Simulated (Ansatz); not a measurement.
BrHInO, SMILES [OH][In][Br]: a ladder of basis sets, run with Ansatz 0.2.0, Python API.

`basis_brhino.py`
```python
'''Basis-set convergence for BrHInO.'''

import logging
import sys

import ansatz as az

logging.basicConfig(stream=sys.stdout, format='%(levelname)s %(message)s')
log = logging.getLogger('ansatz_job')
log.setLevel(logging.INFO)

FUNCTIONAL = 'b3lyp'

geometry_ang = [
    ('O', (-0.6235, -0.4978, -0.1457)),
    ('In', (0.0021, 1.0564, -0.2353)),
    ('Br', (1.9678, -0.0528, -0.1746)),
    ('H', (-1.2909, -0.566, 0.5353)),
]
mol = az.Crystal.molecule()
for symbol, xyz in geometry_ang:
    mol = mol.atom(symbol, xyz)

job = mol.calculation()
job = job.functional(FUNCTIONAL).spin('collinear', total=1)
job = job.accuracy('medium')

energies = {}
for basis in ['def2-SVP', 'def2-SVPD', 'def2-TZVP', 'def2-TZVPP']:
    report = job.basis(gaussian=basis).run().report
    size = report['n_frozen'] + report['n_occupied'][0] + report['n_virtual'][0]
    energies[basis] = (report['reference_energy_ev'] / 27.211386246, report['free_energy_ev'] / 27.211386246)
    log.info(f'{basis:14s} {size:4d} orbitals  reference {energies[basis][0]:14.6f} Ha  total {energies[basis][1]:14.6f} Ha')

last = energies['def2-TZVPP'][1]
for basis, (_, total) in energies.items():
    log.info(f'{basis:14s} lies {27.211386 * (total - last):9.4f} eV above def2-TZVPP')
```

How far does the total energy move along this ladder of basis sets?

Against def2-SVP: def2-SVPD -16.9 mHa, def2-TZVP -433.8 mHa and def2-TZVPP -435.6 mHa. The last step alone is -1.78 mHa (these two sets differ little on atoms other than hydrogen). From the first set to the last the time grows from 4.8 to 10.2 s.

What the script printed:

```console
$ python basis_brhino.py
INFO def2-SVP         77 orbitals  reference   -2839.747770 Ha  total   -2839.747770 Ha
INFO def2-SVPD       104 orbitals  reference   -2839.764629 Ha  total   -2839.764629 Ha
INFO def2-TZVP       135 orbitals  reference   -2840.181562 Ha  total   -2840.181562 Ha
INFO def2-TZVPP      143 orbitals  reference   -2840.183337 Ha  total   -2840.183337 Ha
INFO def2-SVP       lies   11.8524 eV above def2-TZVPP
INFO def2-SVPD      lies   11.3936 eV above def2-TZVPP
INFO def2-TZVP      lies    0.0483 eV above def2-TZVPP
INFO def2-TZVPP     lies    0.0000 eV above def2-TZVPP
```

Caveats:
- The settings weren't tested for convergence.
- The geometry is a force-field or estimated start, not a minimum of this method, and the last set is no limit. Much of the fall in a total is atomic energy, which cancels in bond and reaction energies.
- def2 sets replace the cores of elements past krypton by effective core potentials.
- The species is open-shell (spin multiplicity 2).
- b3lyp holds the VWN-RPA fit, as in Gaussian; the form of ORCA and Turbomole is b3lyp5.
- Finished in 33 s on 1 thread of Arm Neoverse V1, on a shared host, peak memory 0.47 GiB.
